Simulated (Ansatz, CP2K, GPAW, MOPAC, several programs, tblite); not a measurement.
# What each method gives for PtSe2 (P-3m1)

PtSe2 (started from an entry of an open crystallographic database), relaxed with r2SCAN+rVV10 in Ansatz, was computed with several methods. It is trigonal, P-3m1 (No. 164); conventional cell a = 3.729 Å, c = 5.277 Å, 21.18 Å³ an atom. Around Pt lie 6 Se at 2.51 Å; around Se lie 3 Pt at 2.51 Å. The values are computed, spin-unpolarised, and not measurements.

```
CELL_PARAMETERS angstrom
3.72866 0.00000 0.00000
-1.86433 3.22911 0.00000
0.00000 0.00000 5.27703
ATOMIC_POSITIONS crystal
Pt 0.00000 0.00000 0.00000
Se 0.33333 0.66667 0.24622
Se 0.66667 0.33333 0.75378
```

Gaps and times are for a single point on this cell; volume and bulk modulus come from each method's own relaxation or energy curve at fixed shape, which is too stiff where a cell has free coordinates or axes. Times are rough, from shared hosts (Arm Neoverse N1), and each method has its own mesh and cell size. A double dagger marks a value from a curve with shape and coordinates held. PM7 (MOPAC) and PM6 (MOPAC): levels, charges or heat of formation failed a check of plausibility, so no values are given. PM6 (MOPAC), PM7 (MOPAC), GFN1-xTB (tblite), GFN2-xTB (tblite) treat a cluster of cells at its zone centre, which samples few k points: where these miss a band edge, the gap comes out too large for that reason alone. Gaps from k meshes are read at a limited set of points (mesh, symmetry points, PBE's band edges), so each method's own least gap may be somewhat smaller. xTB and the PM methods were fitted mostly to molecules, and can miss a solid's gap by electronvolts. Minimal bases can be far off for gaps. Curves at held shape can't give the bulk modulus of a layered or molecular crystal, so none is listed. d marks a direct gap, i an indirect one (no mark: not told apart), a dash a value that wasn't computed or didn't pass its checks.

```
                              method              kind      gap (eV)  own volume (Å³/atom)  bulk modulus (GPa)  atoms computed  processor time
light PBE (260 eV and a coarse mesh)  light plane-wave  overlap 0.15                     –                   –               3           2.2 s
                   GFN1-xTB (tblite)     tight binding             0                21.24‡                   –              54           4.7 s
                   GFN2-xTB (tblite)     tight binding             0                22.36‡                   –              54           8.1 s
                      PBE/SZV (CP2K)       small basis  overlap 0.14                     –                   –               3           9.1 s
                                 PBE         semilocal  overlap 0.16                     –                   –               3            16 s
                     PBE/DZVP (CP2K)       small basis  overlap 0.19                22.03‡                   –               3            21 s
                         PM7 (MOPAC)    semi-empirical             –                     –                   –              54            33 s
                              r2SCAN         semilocal  overlap 0.04                     –                   –               3            41 s
              PBE/single zeta (GPAW)       small basis  overlap 0.08                     –                   –               3            58 s
                         PM6 (MOPAC)    semi-empirical             –                     –                   –              54         2.7 min
```

With PBE and r2SCAN the bands overlap or touch, or nearly. Semilocal functionals can close a real gap, so this doesn't show a metal; small gaps of other methods may in turn close between the points read or with spin-orbit coupling, and the solid may be a semimetal.

No spin-orbit coupling is included; it can move band edges with weight on the heavy atoms by tenths of an eV.
